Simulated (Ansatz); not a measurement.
## 2 structures of TlS: a ranking of polymorphs by energy, step by step

With Ansatz 0.2.0 through its Python package.

Notebook, run cell by cell (the value of a cell's last expression is shown):

In [1]:
```python
import warnings

import ansatz as az
import numpy as np
import pandas as pd
import spglib
```

In [2]:
```python
config = {
    "xc": "r2scan",
    "ecut": 500,
    "mixing_beta": 0.1,
    "kspacing": 0.26,
    "occupations": "fermi_dirac",
    "smearing_width": 0.02,
}
```

In [3]:
```python
PHASES = {
    "Pm-3m": (
        [(3.595635, 0.0, 0.0), (0.0, 3.595635, 0.0), (0.0, 0.0, 3.595635)],
        [
            ("Tl", (0.5, 0.5, 0.5)),
            ("S", (0.0, 0.0, 0.0)),
        ],
    ),
    "R-3m": (
        [(2.001334, 1.155471, 7.303517), (-2.001334, 1.155471, 7.303517), (0.0, -2.310942, 7.303517)],
        [
            ("Tl", (0.0, 0.0, 0.0)),
            ("Tl", (0.5, 0.5, 0.5)),
            ("S", (0.735103, 0.735103, 0.735103)),
            ("S", (0.264897, 0.264897, 0.264897)),
        ],
    ),
}


def build(vectors, sites):
    crystal = az.Crystal(lattice=az.Lattice.of(vectors))
    for symbol, position in sites:
        crystal = crystal.atom(symbol, position)
    return crystal


def compute(name, crystal):
    calc = (
        crystal.calculation()
        .functional(config["xc"])
        .basis(config["ecut"], density_ratio=4)  # a bare number is in eV
        .mixing("msr1", beta=config["mixing_beta"])
        .kpoints(spacing=config["kspacing"])  # sampling of the Brillouin zone
        .occupations(config["occupations"], width=config["smearing_width"])  # fractional filling near the Fermi level
        .stress()  # positive in compression
        .band_table()  # levels at the mesh points
    )
    calc = calc.relax(force_tolerance=0.02, max_steps=60, cell=True)
    return calc.run(threads=1)
```

In [4]:
```python
def pressure_gpa(outcome):
    return float(np.trace(outcome.report["stress_gpa"]) / 3)


def space_group(outcome):
    sites = outcome.report["lattice"]["sites"]
    kinds = sorted({site["symbol"] for site in sites})
    cell = (outcome.lattice.cell_ang, [site["position_frac"] for site in sites], [kinds.index(site["symbol"]) for site in sites])
    return spglib.get_spacegroup(cell, symprec=0.01)

warnings.simplefilter("ignore", az.DeckWarning)
```

In [5]:
```python
phases = {name: build(*cell) for name, cell in PHASES.items()}
```

In [6]:
```python
done = {}
for name, crystal in phases.items():
    try:
        done[name] = compute(name, crystal)
    except az.NonConvergedError as error:
        print(name, "did not converge:", str(error)[:120])
```

In [7]:
```python
energy = {name: o.report["energy_sigma0_ev"] / len(o.lattice.sites) for name, o in done.items()}
lowest = min(energy.values())
rows = [(name, len(o.lattice.sites), 1000 * (energy[name] - lowest), pressure_gpa(o), space_group(o)) for name, o in done.items()]
rows.sort(key=lambda row: row[2])
print(pd.DataFrame(rows, columns=["phase", "atoms", "dE (meV/atom)", "P (GPa)", "space group"]).round(4).to_string(index=False))
```
```text
phase  atoms  dE (meV/atom)  P (GPa) space group
 R-3m      4         0.0000   0.0400  R-3m (166)
Pm-3m      2       264.0876  -0.0051 Pm-3m (221)
```

By space group at the end of each run: R-3m (+0 meV an atom, 25.3 Å³) and Pm-3m (+264 meV an atom, 22.7 Å³).

Notes:
- The settings weren't tested for convergence.
- For the metals among these phases the mesh is modest: differences between phases can be off by up to 40 meV an atom.
- Pressure is positive in compression.
- Spin-orbit coupling, which matters for elements this heavy, is left out.
- The cells come from databases of deposited and of computed structures, and not all need be stable phases.
- The ranking holds among these structures alone, at zero temperature; the ground state may be another structure. Differences under about 40 meV an atom lie within the error of mesh and functional.
- The whole script took 80 s on 1 thread of Arm Neoverse V1, on a shared host, peak memory 0.84 GiB.
